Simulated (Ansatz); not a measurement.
**BFH₃OPSi: a ladder of functionals and wavefunction methods**

An exercise on one series of results from a longer session: the logs are not shown, and one member is left open.

Program: Ansatz 0.2.0, Gaussian basis. Level of theory: functionals in def2-TZVPP, the program's frozen cores in correlated methods. These are calculated values, not measurements.

The runs, in order: LDA (SPW92), PBE-D4, revPBE-D4, BLYP-D4, r2SCAN-D4, B97M-V, PBE0-D4, B3LYP-D4, r2SCANh-D4, r2SCAN0-D4, HSE06-D4, BHLYP-D4, CAM-B3LYP-D4, LC-ωPBE, ωB97X-V, ωB97M-V, B2PLYP, PBE-QIDH; CCSD(T)/def2-SVP; CCSD(T)/def2-TZVPP; MP2/def2-QZVPP; extrapolation to the limit; RPA on PBE.

## Structure used throughout

The geometry comes from an earlier relaxation with PBE0-D4 in a triple-zeta def2 set; it is a stationary point, not always the lowest conformer.

SMILES `FB1OP[SiH2]1`, 8 atoms, charge 0, spin multiplicity 1.

Atoms are counted from 1 here; the program's logs count them from 0.

Bond lengths: F1–B2 1.316 Å, B2–O3 1.361 Å, B2–Si5 2.035 Å, O3–P4 1.722 Å, P4–Si5 2.288 Å, P4–H6 1.427 Å, Si5–H7 1.485 Å, Si5–H8 1.485 Å. Angles: F1–B2–O3 120.9°, F1–B2–Si5 137.7°, O3–B2–Si5 101.4°, B2–O3–P4 106.8°, O3–P4–Si5 81.9°, O3–P4–H6 97.5°, Si5–P4–H6 93.3°, B2–Si5–P4 69.9°, B2–Si5–H7 119.8°, B2–Si5–H8 118.9°, P4–Si5–H7 117.7°, P4–Si5–H8 115.2°, H7–Si5–H8 110.1°.

Set-up of the first run:

File in.yaml:

```yaml
crystal:
  periodic: [false, false, false]
  atoms:
    - {symbol: F, position_ang: [0.234527, 2.447974, 0.503239]}
    - {symbol: B, position_ang: [-0.041072, 1.166992, 0.385209]}
    - {symbol: O, position_ang: [-0.656166, 0.489348, 1.392200]}
    - {symbol: P, position_ang: [-0.860402, -1.132476, 0.849615]}
    - {symbol: Si, position_ang: [0.181726, -0.298076, -1.009052]}
    - {symbol: H, position_ang: [0.348425, -1.664097, 1.390157]}
    - {symbol: H, position_ang: [1.537606, -0.812220, -1.330585]}
    - {symbol: H, position_ang: [-0.652346, -0.254646, -2.236582]}
basis:
  gaussian: {orbitals: def2-TZVPP}
hamiltonian: {xc: lda}
output: {orbitals: {seedname: orbitals}}
```

Run with:

```sh
> ansatz run in.yaml --threads 2 --pin off --events-out ev --progress --plain --max-ram 4352MiB
```

Among the steps run: LDA; PBE-D4 (GGA); revPBE-D4 (GGA); BLYP-D4 (GGA); r2SCAN-D4 (meta-GGA); B97M-V (meta-GGA); PBE0-D4 (hybrid); B3LYP-D4 (hybrid); r2SCANh-D4 (hybrid); r2SCAN0-D4 (hybrid); HSE06-D4 (hybrid); BHLYP-D4 (hybrid); CAM-B3LYP-D4 (range-separated); LC-ωPBE (range-separated); ωB97X-V (range-separated); ωB97M-V (range-separated); B2PLYP (double hybrid); PBE-QIDH (double hybrid).

One table of the session follows, with a row left open; its other results are not shown here.

It belongs to the step «Frontier levels by functional». 

| functional | HOMO (eV) | gap (eV) |
| --- | --- | --- |
| LDA (SPW92) | -6.42 | 4.19 |
| PBE-D4 | -6.29 | 4.30 |
| revPBE-D4 | -6.24 | 4.35 |
| BLYP-D4 | -6.13 | 4.33 |
| r2SCAN-D4 | -6.51 | 4.74 |
| B97M-V | -6.60 | 4.77 |
| PBE0-D4 | ? | ? |
| B3LYP-D4 | -7.17 | 5.95 |
| r2SCANh-D4 | -6.91 | 5.48 |
| r2SCAN0-D4 | -7.52 | 6.59 |
| HSE06-D4 | -6.99 | 5.55 |
| BHLYP-D4 | -8.35 | 8.36 |
| CAM-B3LYP-D4 | -8.64 | 8.78 |
| LC-ωPBE | -9.96 | 11.23 |
| ωB97X-V | -9.62 | 10.79 |
| ωB97M-V | -9.44 | 10.41 |

Q: Estimate the row for PBE0-D4 from the others.

The run gave: HOMO (eV): -7.39; gap (eV): 6.33. In the column «HOMO (eV)» it lies between r2SCAN0-D4 (-7.52) and B3LYP-D4 (-7.17).
